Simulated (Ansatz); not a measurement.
From input file to script: AlFH3PSi, SMILES [F][Al]1[SiH2][PH]1 in Ansatz 0.2.0.

```yaml
crystal:
  periodic: [false, false, false]
  atoms:
    - { symbol: F, position_ang: [-0.5308, -3.0552, 0.9383] }
    - { symbol: Al, position_ang: [-0.3033, -1.3847, 0.2093] }
    - { symbol: Si, position_ang: [0.4024, 0.855, 0.4588] }
    - { symbol: P, position_ang: [-1.0199, 0.4687, -1.0399] }
    - { symbol: H, position_ang: [1.7207, 1.229, -0.1521] }
    - { symbol: H, position_ang: [-0.1032, 1.5873, 1.6363] }
    - { symbol: H, position_ang: [-0.1047, 0.2319, -2.0963] }
basis:
  gaussian: { orbitals: def2-TZVPP }
hamiltonian:
  xc: b3lyp
  dispersion: d3bj
```

On the command line:
```console
$ ansatz run input.yaml --threads 1 --pin off --max-ram 4096MiB --backend cpu --events-out ev --progress --plain --runs-dir out
Engine: ansatz 0.2.0, x86_64-unknown-linux-gnu
Functional definition: B3LYP
  parameter a0 = 0.2
  parameter ax = 0.72
  parameter ac = 0.81
  exchange = (1 - a0 - ax)*slater_x + ax*b88_x + a0*exact_x
  correlation = (1 - ac)*vwn_rpa_c + ac*lyp_c
1214 factors; their error is unknown
mean field evaluation 1: about -26528.7316 eV, gradient 4.6e1 eV
mean field evaluation 2: about -26517.2132 eV, gradient 9.9e1 eV
mean field evaluation 4: about -26532.9595 eV, gradient 4.4e0 eV
mean field evaluation 8: about -26533.0324 eV, gradient 1.9e-1 eV
mean field evaluation 16: about -26533.0324 eV, gradient 3.0e-5 eV
mean field -26533.03241629 eV, -975.0709565633 hartree, gradient 3.0e-5 eV, S^2 0.000000; 0 other end points of the search recorded, 0 dependent functions left out
reference -26533.03267813 eV, -975.0709661859 hartree; 27, 27 occupied and 172, 172 virtual orbitals, 1214 factors
Total energy: -26533.37554509 eV, -975.0835663141 hartree
```

The script, `run_energy.py`:
```python
"""Single point of AlFH3PSi."""

import warnings

import ansatz as az

GEOMETRY = """
F    -0.53080   -3.05520    0.93830
Al   -0.30330   -1.38470    0.20930
Si    0.40240    0.85500    0.45880
P    -1.01990    0.46870   -1.03990
H     1.72070    1.22900   -0.15210
H    -0.10320    1.58730    1.63630
H    -0.10470    0.23190   -2.09630
"""


def main() -> None:
    warnings.simplefilter("ignore", az.DeckWarning)

    mol = az.Crystal.molecule()
    for line in GEOMETRY.strip().splitlines():
        symbol, *xyz = line.split()
        mol = mol.atom(symbol, [float(v) for v in xyz])

    calculation = mol.calculation().basis(gaussian="def2-TZVPP").functional("b3lyp", dispersion="d3bj")
    trace = []
    result = calculation.session().plan().execute(on_event=trace.append)
    data = result.report
    for event in trace:
        if event["event"] == "mean_field_evaluation" and event["data"]["evaluation"] <= 25:
            print("pass {evaluation:3d}  E = {energy_ev:.6f} eV  gradient {gradient_ev:.1e}".format(**event["data"]))

    for key in ("converged", "free_energy_ev", "reference_energy_ev", "n_frozen", "n_occupied", "n_virtual"):
        print(f"{key:22s} {data[key]}")


if __name__ == "__main__":
    main()
```

Running `python run_energy.py` prints:
```text
pass   1  E = -26528.731623 eV  gradient 4.6e+01
pass   2  E = -26517.213174 eV  gradient 9.9e+01
pass   3  E = -26532.581270 eV  gradient 1.3e+01
pass   4  E = -26532.959511 eV  gradient 4.4e+00
pass   5  E = -26533.002952 eV  gradient 1.4e+00
pass   6  E = -26533.008265 eV  gradient 4.2e-01
pass   7  E = -26533.008713 eV  gradient 9.7e-02
pass   8  E = -26533.032364 eV  gradient 1.9e-01
pass   9  E = -26533.032412 eV  gradient 4.0e-02
pass  10  E = -26533.032414 eV  gradient 2.5e-02
pass  11  E = -26533.032416 eV  gradient 5.8e-03
pass  12  E = -26533.032416 eV  gradient 8.4e-04
pass  13  E = -26533.032416 eV  gradient 2.6e-04
pass  14  E = -26533.032416 eV  gradient 2.6e-04
pass  15  E = -26533.032416 eV  gradient 1.0e-04
pass  16  E = -26533.032416 eV  gradient 3.0e-05
pass  17  E = -26533.032416 eV  gradient 3.0e-05
converged              True
free_energy_ev         -26533.375545089042
reference_energy_ev    -26533.03267813397
n_frozen               0
n_occupied             [27, 27]
n_virtual              [172, 172]
```

Notes:
- Total energies depend on the basis set; only differences at equal settings carry meaning.
- The geometry is a force-field or estimated start, not a minimum of this method, and the basis set is short of its limit.
- Total less reference energy is the dispersion correction.
- b3lyp holds the VWN-RPA fit, as in Gaussian; the form of ORCA and Turbomole is b3lyp5.
- Early passes use coarser integrals and grids, so their energies can't be compared with the last.
- Wall time of the script: 7.6 s on 1 thread of Intel(R) Xeon(R) Platinum 8259CL CPU @ 2.50GHz (Skylake/Cascade Lake) (shared host), peak memory 0.41 GiB.

(A comment or docstring line of the script was reworded after the run, the code is as it ran; lines on the test bed's own set-up are left out of the output.)
